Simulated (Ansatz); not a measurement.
**Magnesium, omega (AlB2-type) under PBEsol: structure, energy and stiffness**

The plan for magnesium in the omega (AlB2-type) structure: relax it, solve it on a dense k-mesh, then scale the cell to 7 volumes from 88 to 112 % of the relaxed one and try a fit of the equation of state. Spin polarisation is left out. The k-meshes are 7×7×10 for the relaxation; 10×10×14 for the dense run; 8×8×12 for the volumes.

Computed with Ansatz 0.2.0 (DFT PBEsol, plane waves (420 eV) with PAW, scalar-relativistic; PAW files made under PBE, frozen cores solved again for the functional, unless a step says otherwise).

**1. The starting structure**

It takes space group P6/mmm (No. 191, hexagonal). Conventional cell: a = 5.083 Å, b = 5.083 Å, c = 3.116 Å, α = 90.00°, β = 90.00°, γ = 120.00°. Mg (site symmetry 6/mmm) is surrounded by 14 Mg at 3.12 to 3.32 Å. Around Mg (site symmetry -6m2) lie 11 Mg at 2.93 to 3.32 Å.

Coordinates:

```cif
data_structure
_symmetry_space_group_name_H-M 'P 1'
_symmetry_Int_Tables_number 1
_cell_length_a 5.0828
_cell_length_b 5.0828
_cell_length_c 3.1158
_cell_angle_alpha 90.000
_cell_angle_beta 90.000
_cell_angle_gamma 120.000
_cell_volume 69.71
loop_
_atom_site_label
_atom_site_type_symbol
_atom_site_fract_x
_atom_site_fract_y
_atom_site_fract_z
_atom_site_occupancy
Mg1 Mg 0.00000 0.00000 0.00000 1
Mg2 Mg 0.33333 0.66667 0.50000 1
Mg3 Mg 0.66667 0.33333 0.50000 1
```

**2. Relaxing cell and atoms**

Contents of input.yaml:

```yaml
crystal:
  lattice:
    - [5.0827995274, 0.0, 0.0]
    - [-2.5413997637, 4.401833513, 0.0]
    - [0.0, 0.0, 3.1157561103]
  atoms:
    - { symbol: Mg, position: [0.0, 0.0, 0.0] }
    - { symbol: Mg, position: [0.3333333333, 0.6666666667, 0.5] }
    - { symbol: Mg, position: [0.6666666667, 0.3333333333, 0.5] }
hamiltonian:
  xc: pbesol
  pseudopotentials:
    kind: paw
    azcp:
      Mg: "pseudopotentials/Mg.paw.azcp"
basis:
  ecutwfc: 420
  fft_grid_basis: typed
kpoints:
  mp_grid: { grid: [7, 7, 10], shift: [0, 0, 0] }
magnetization:
  spin_polarized: false
scf:
  occupations: { method: fermi_dirac, width: 0.1 }
relax:
  max_steps: 60
  f_tol: 0.01
  cell: {}
output:
  write_density: true
  write_potential: true
  elf: true
  volumetric_format: npy
```

The runs that follow: Single point on a dense mesh; At 88 % of the relaxed volume; At 92 % of the relaxed volume; At 96 % of the relaxed volume; At 100 % of the relaxed volume; At 104 % of the relaxed volume; At 108 % of the relaxed volume; At 112 % of the relaxed volume.

Q: Predict the outcome of this session. Wanted: space group; conventional cell; volume; shortest distance; gap on the mesh; relative to hcp; highest ELF outside the cores; V₀, B₀, B₀′.

**Answer**, as computed:

| quantity | value |
| --- | --- |
| space group (spins left aside) | P6/mmm (No. 191) |
| conventional cell | a = 5.073 Å, c = 3.074 Å (c/a = 0.606) |
| volume | 22.838 Å³/atom |
| shortest distance | 2.929 Å |
| gap on the mesh | none (levels filled in part) |
| relative to hcp | +56 meV/atom |
| highest ELF outside the cores | 0.60, 1.66 Å from the nearest atom |
| V₀, B₀, B₀′ | 22.795 Å³/atom, 35 GPa, 4.0 |

**Reading.** The relaxation shrank the cell by 1.7 % in volume. Against the reference form of magnesium (hcp, computed apart with the same settings) it stands 56 meV/atom higher. Levels at the Fermi energy are filled in part, as in a metal. B₀ comes out at 35 GPa; letting shape and positions relax at each volume could only lower it. The symmetry was held, so the structure may be unstable against distortions that break it.
